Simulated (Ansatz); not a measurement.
Turn this script for the Ansatz DFT code, driven from Python into the input file that the command-line program reads.

`partial.py`
```python
import itertools
import warnings

import ansatz as az
import numpy as np

warnings.simplefilter("ignore", az.DeckWarning)

sr3cdo4 = (
    az.Lattice.cubic(5.062379)
    .space_group(221)
    .atom("Sr", (0.5, 0.0, 0.5))
    .atom("Cd", (0.0, 0.0, 0.0))
    .atom("O", (0.5, 0.5, 0.5))
    .atom("O", (0.5, 0.0, 0.0))
)

job = (
    sr3cdo4.calculation()
    .functional(az.Functional.R2SCAN)
    .kpoints(mesh=(3, 3, 3))
    .occupations("fixed")
    .band_densities([("v2", "v1"), ("c1", "c2")])
)
planned = job.session().plan(threads=1)
facts = planned.describe()
print("plan:", facts["n_bands"], "bands,", len(facts["kpoints_frac"]), "k-points, plane waves", facts["n_pw_range"], "grid", facts["fft_dense"])
result = planned.execute()
r = result.report
cell = np.asarray(result.lattice.cell_ang)
for names, window in zip([("v2", "v1"), ("c1", "c2")], result.band_densities().windows):
    density = window.outcome.density
    rho = density.channels[0].density_e_per_ang3
    axes = density.fft_grid_basis @ cell
    points = np.stack(np.meshgrid(*(np.arange(n) / n for n in rho.shape), indexing="ij"), axis=-1)
    print("bands", names, "electrons", np.round(window.outcome.n_electrons, 3), "peak", round(float(rho.max()), 3), "e/A^3")
    for index, site in enumerate(result.lattice.sites):
        offset = points - np.asarray(site.position_ang) @ np.linalg.inv(axes)
        offset -= np.round(offset)
        distance = np.min([np.linalg.norm((offset + image) @ axes, axis=-1) for image in itertools.product((-1, 0, 1), repeat=3)], axis=0)
        print(f"   {index} {site.symbol:2s} {100 * rho[distance < 0.8].sum() / rho.sum():5.1f} % within 0.8 A")
```

Output of `python partial.py`:
```text
plan: 45 bands, 4 k-points, plane waves [3287, 3306] grid [40, 40, 40]
bands ('v2', 'v1') electrons [4.] peak 1.491 e/A^3
   0 Sr   0.6 % within 0.8 A
   1 Sr   0.6 % within 0.8 A
   2 Sr   0.6 % within 0.8 A
   3 Cd   3.3 % within 0.8 A
   4 O   25.4 % within 0.8 A
   5 O   11.4 % within 0.8 A
   6 O   11.4 % within 0.8 A
   7 O   11.4 % within 0.8 A
bands ('c1', 'c2') electrons [4.] peak 0.792 e/A^3
   0 Sr   1.4 % within 0.8 A
   1 Sr   1.4 % within 0.8 A
   2 Sr   1.4 % within 0.8 A
   3 Cd   3.2 % within 0.8 A
   4 O    1.4 % within 0.8 A
   5 O    6.2 % within 0.8 A
   6 O    6.2 % within 0.8 A
   7 O    6.2 % within 0.8 A
```

`input.yaml`:
```yaml
crystal:
  lattice:
    bravais: cubic
    a: 5.062379
  space_group: 221
  atoms:
    - { symbol: Sr, position: [0.5, 0.0, 0.5] }
    - { symbol: Cd, position: [0.0, 0.0, 0.0] }
    - { symbol: O, position: [0.5, 0.5, 0.5] }
    - { symbol: O, position: [0.5, 0.0, 0.0] }
kpoints:
  mp_grid:
    grid: [3, 3, 3]
hamiltonian:
  xc: r2scan
scf:
  occupations:
    method: fixed
output:
  band_densities:
    - { bands: [v2, v1] }
    - { bands: [c1, c2] }
```

What to keep in mind:
- The structure comes from a database of computed cells and needn't be a stable or known phase.
- The windows are summed over all k-points with every state counted as full, the empty ones too; where a window cuts a degenerate level its bands share the weight. Values near the nuclei depend on the potentials. Spheres that overlap count density twice, so shares are no populations.
- Finished in 7.4 s on 1 thread of Arm Neoverse V1, with other jobs on the host, peak memory 0.61 GiB.

(Lines on the test bed's own set-up are left out of the output.)
